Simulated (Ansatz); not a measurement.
**CH6FNSi2: up Jacob's ladder to CCSD(T)**

Aim: compute CH6FNSi2 with functionals from several rungs and with coupled cluster, and see how far each lands from CCSD(T) at the basis-set limit for the atomisation energy.

Program: Ansatz 0.2.0, Gaussian basis. Level of theory: functionals in def2-TZVPP, the program's frozen cores in correlated methods. These are calculated values, not measurements.

Levels to be run: PBE-D4, r2SCAN-D4, PBE0-D4, B3LYP-D4, ωB97X-V, ωB97M-V, B2PLYP; CCSD(T)/def2-TZVPP; MP2/def2-QZVPP; extrapolation to the limit.

### 1 The geometry

The geometry comes from an earlier relaxation with PBE0-D4 in a triple-zeta def2 set; it is a stationary point, not always the lowest conformer.

SMILES `FC1([SiH3])N[SiH2]1`, 11 atoms, charge 0, spin multiplicity 1.

Atoms are counted from 1 here; the program's logs count them from 0.

Bond lengths: F1–C2 1.397 Å, C2–Si3 1.880 Å, C2–N4 1.431 Å, C2–Si5 1.863 Å, Si3–H6 1.489 Å, Si3–H7 1.487 Å, Si3–H8 1.483 Å, N4–Si5 1.702 Å, N4–H9 1.007 Å, Si5–H10 1.477 Å, Si5–H11 1.482 Å. Angles: F1–C2–Si3 110.4°, F1–C2–N4 113.1°, F1–C2–Si5 120.1°, Si3–C2–N4 120.7°, Si3–C2–Si5 123.4°, N4–C2–Si5 60.5°, C2–Si3–H6 110.4°, C2–Si3–H7 107.3°, C2–Si3–H8 110.7°, H6–Si3–H7 108.9°, H6–Si3–H8 109.6°, H7–Si3–H8 109.9°, C2–N4–Si5 72.4°, C2–N4–H9 124.3°, Si5–N4–H9 143.2°, C2–Si5–N4 47.1°, C2–Si5–H10 122.7°, C2–Si5–H11 120.2° and more.

### 2 PBE-D4 (GGA)

The input, in.yaml:

```yaml
crystal:
  periodic: [false, false, false]
  atoms:
    - {symbol: F, position_ang: [-1.526154, -1.262194, 0.402089]}
    - {symbol: C, position_ang: [-0.527531, -0.337206, 0.085692]}
    - {symbol: Si, position_ang: [0.927941, -0.518137, 1.261951]}
    - {symbol: N, position_ang: [-1.043231, 0.955881, -0.243547]}
    - {symbol: Si, position_ang: [-0.362861, 0.297944, -1.657635]}
    - {symbol: H, position_ang: [0.560372, -0.033498, 2.621159]}
    - {symbol: H, position_ang: [2.032220, 0.325965, 0.732299]}
    - {symbol: H, position_ang: [1.366960, -1.932873, 1.339009]}
    - {symbol: H, position_ang: [-1.011641, 1.752034, 0.371725]}
    - {symbol: H, position_ang: [-1.299399, -0.079369, -2.735542]}
    - {symbol: H, position_ang: [0.948525, 0.774353, -2.156499]}
basis:
  gaussian: {orbitals: def2-TZVPP}
hamiltonian: {xc: pbe, dispersion: d4}
output: {forces: true, orbitals: {seedname: orbitals}}
```

Launch:

```bash
$ ansatz run in.yaml --threads 4 --pin off --events-out ev --progress --plain --max-ram 10444MiB
```

After this run come: r2SCAN-D4 (meta-GGA); PBE0-D4 (hybrid); B3LYP-D4 (hybrid); ωB97X-V (range-separated); ωB97M-V (range-separated); B2PLYP (double hybrid); CCSD(T) in def2-TZVPP; MP2 in def2-QZVPP.

Q: Predict the results of all the runs planned. Wanted: atomisation energy, CCSD(T)/CBS; farthest; mean size of error, hybrid; mean size of error, range-separated; gap, smallest and largest; T1 diagnostic; triples share of the correlation energy.

As calculated:

```
                               quantity                                 value
        atomisation energy, CCSD(T)/CBS                        864.2 kcal/mol
functionals within 4.3 kcal/mol (0.5 %)          r2SCAN-D4, PBE0-D4, B3LYP-D4
                               farthest               PBE-D4 (+16.0 kcal/mol)
             mean size of error, hybrid                          1.7 kcal/mol
    mean size of error, range-separated                          6.9 kcal/mol
              gap, smallest and largest  4.78 eV (PBE-D4), 11.13 eV (ωB97X-V)
                          T1 diagnostic                                0.0139
triples share of the correlation energy                                 3.8 %
```

In words: PBE-D4 is off by +16.0 kcal/mol. Double hybrids carry the basis error of their MP2 part in triple zeta, and no dispersion term here, so their miss is partly the set-up's. Misses under about 4.3 kcal/mol are within the doubt on the reference itself, which lacks core-valence correlation, relativity and higher excitations. Hartree-Fock recovers 69 % of the binding; the rest is correlation. Orbital gaps span 4.8 to 11.1 eV; exact exchange widens them.
